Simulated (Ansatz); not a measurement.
**MoCl2O2 (molybdenum dichloride dioxide): wB97X/def2-SVP (core potential)**

Aim: the vertical singlet–triplet gap of MoCl2O2 (molybdenum dichloride dioxide) at wB97X/def2-SVP (core potential), from 2 runs. 

The results are computed with Ansatz 0.2.0.

2 further runs of the same task are left out: 2 that didn't finish.

## 1. The molecule

The species is MoCl2O2 (5 atoms), meant as a singlet with charge 0. As SMILES, `O=[Mo](=O)(Cl)Cl`. The shape is that of a PBE0-D4/def2-TZVP optimisation.

Bond lengths: O1–Mo2 1.663 Å, Mo2–O3 1.663 Å, Mo2–Cl4 2.242 Å, Mo2–Cl5 2.242 Å. Angles: O1–Mo2–O3 106.8°, O1–Mo2–Cl4 109.6°, O1–Mo2–Cl5 109.6°, O3–Mo2–Cl4 109.6°, O3–Mo2–Cl5 109.6°, Cl4–Mo2–Cl5 111.7°.

## 2. The energy at wB97X/def2-SVP (core potential)

Input file molecule.yaml:

```yaml
basis:
  gaussian: {orbitals: def2-SVP}
crystal:
  periodic: [false, false, false]
  atoms:
    - symbol: O
      position_ang: [0.160790, -0.193810, 1.710330]
    - symbol: Mo
      position_ang: [0.067390, -0.061640, 0.055230]
    - symbol: O
      position_ang: [1.227030, -1.074450, -0.573270]
    - symbol: Cl
      position_ang: [-1.960190, -0.720580, -0.637400]
    - symbol: Cl
      position_ang: [0.504990, 2.050480, -0.554890]
accuracy: high
hamiltonian: {xc: {name: wB97X}}
total_charge: 0
output: {orbitals: {seedname: orbitals}}
```

Run with:

```sh
ansatz run molecule.yaml --threads 1 --pin off --max-ram 3480MiB --events-out events.jsonl --progress --plain --runs-dir runs
```

The program printed:

```text
Warning: RAYON_NUM_THREADS=1 ignored (pool sized by the plan → 1); use --threads N
Functional definition: wB97X
  name "wB97X"
  parameter omega = 0.3/bohr
  parameter cx = 0.157706
  parameter cx1 = 0.726479
  parameter cx2 = 1.04760
  parameter cx3 = -5.70635
  parameter cx4 = 13.2794
  parameter css1 = -4.33879
  parameter css2 = 18.2308
  parameter css3 = -31.7430
  parameter css4 = 17.2901
  parameter cos1 = 2.37031
  parameter cos2 = -11.3995
  parameter cos3 = 6.58405
  parameter cos4 = -3.78132
  exchange = spin_sum(e_x_unif_sr(omega)*poly(b97_u_x, 1 - cx, cx1, cx2, cx3, cx4)) + cx*exact_x_sr(omega)
      + exact_x_lr(omega)
  correlation = spin_sum(e_c_pw_same_spin*poly(b97_u_same, 1, css1, css2, css3, css4))
      + integral(e_c_pw_opposite_spin*poly(b97_u_opposite, 1, cos1, cos2, cos3, cos4))
1956 factors; integrals over basis functions are off by at most 6.0e-8 eV
370 factors; integrals over basis functions are off by at most 1.3e-9 eV
mean field evaluation 1: about -30971.8130 eV, gradient 8.9e1 eV
mean field evaluation 2: about -30850.9934 eV, gradient 2.7e2 eV
mean field evaluation 4: about -30987.1822 eV, gradient 4.4e0 eV
mean field evaluation 8: about -30987.3385 eV, gradient 7.6e-1 eV
mean field evaluation 16: about -30987.3399 eV, gradient 1.5e-3 eV
mean field -30987.33989521 eV, -1138.7637371755 hartree, gradient 8.3e-8 eV, S^2 0.000000; 0 other end points of the search recorded, 0 dependent functions left out
reference -30987.33989029 eV, -1138.7637369948 hartree; 32, 32 occupied and 63, 63 virtual orbitals, 1956 factors
Total energy: -30987.33989029 eV, -1138.7637369948 hartree
```

It took 41 s on 1 thread of Intel Xeon Platinum 8259CL at 2.50GHz (Skylake/Cascade Lake), shared host; peak memory 0.68 GiB.

## 3. The triplet at the same level

Input file job.yaml:

```yaml
crystal:
  periodic: [false, false, false]
  atoms:
    - {symbol: O, position_ang: [0.160790, -0.193810, 1.710330]}
    - {symbol: Mo, position_ang: [0.067390, -0.061640, 0.055230]}
    - {symbol: O, position_ang: [1.227030, -1.074450, -0.573270]}
    - {symbol: Cl, position_ang: [-1.960190, -0.720580, -0.637400]}
    - {symbol: Cl, position_ang: [0.504990, 2.050480, -0.554890]}
basis:
  gaussian: {orbitals: def2-SVP}
magnetization: {spin_polarized: true, initial_magnetization: 2}
hamiltonian: {xc: {name: wB97X}}
accuracy: high
output: {orbitals: {seedname: orbitals}}
```

Run with:

```sh
ansatz run job.yaml --threads 1 --pin off --max-ram 3480MiB --events-out events.jsonl --progress --plain --runs-dir runs
```

The program printed (excerpt; [...] marks lines left out):

```text
Warning: RAYON_NUM_THREADS=1 ignored (pool sized by the plan → 1); use --threads N
[... 2 set-up lines as earlier in the session ...]
[...]
      + exact_x_lr(omega)
[...]
      + integral(e_c_pw_opposite_spin*poly(b97_u_opposite, 1, cos1, cos2, cos3, cos4))
1956 factors; integrals over basis functions are off by at most 6.0e-8 eV
370 factors; integrals over basis functions are off by at most 1.3e-9 eV
[...]
mean field -30983.56531478 eV, -1138.6250239033 hartree, gradient 2.8e-8 eV, S^2 2.035136; 6 other end points of the search recorded, 0 dependent functions left out
reference -30983.56530998 eV, -1138.6250237268 hartree; 33, 31 occupied and 62, 64 virtual orbitals, 1956 factors
Total energy: -30983.56530998 eV, -1138.6250237268 hartree
```

It took 2.5 min on 1 thread of Intel Xeon Platinum 8259CL at 2.50GHz (Skylake/Cascade Lake), shared host; peak memory 1.2 GiB.

## 4. Outcome

Level: wB97X/def2-SVP (core potential).

```
                                        quantity           value
                           singlet: total energy  -1138.76374 Eh
                            singlet: HOMO energy       -12.33 eV
                            singlet: LUMO energy        -1.79 eV
                          singlet: HOMO–LUMO gap        10.54 eV
                           triplet: total energy  -1138.62502 Eh
     triplet: HOMO energy (highest over α and β)        -8.60 eV
      triplet: LUMO energy (lowest over α and β)        -5.43 eV
                                   triplet: ⟨S²⟩           2.035
vertical energy of the triplet above the singlet        3.775 eV
```

In words: At this shape the triplet lies 3.77 eV (87 kcal/mol) above the singlet.
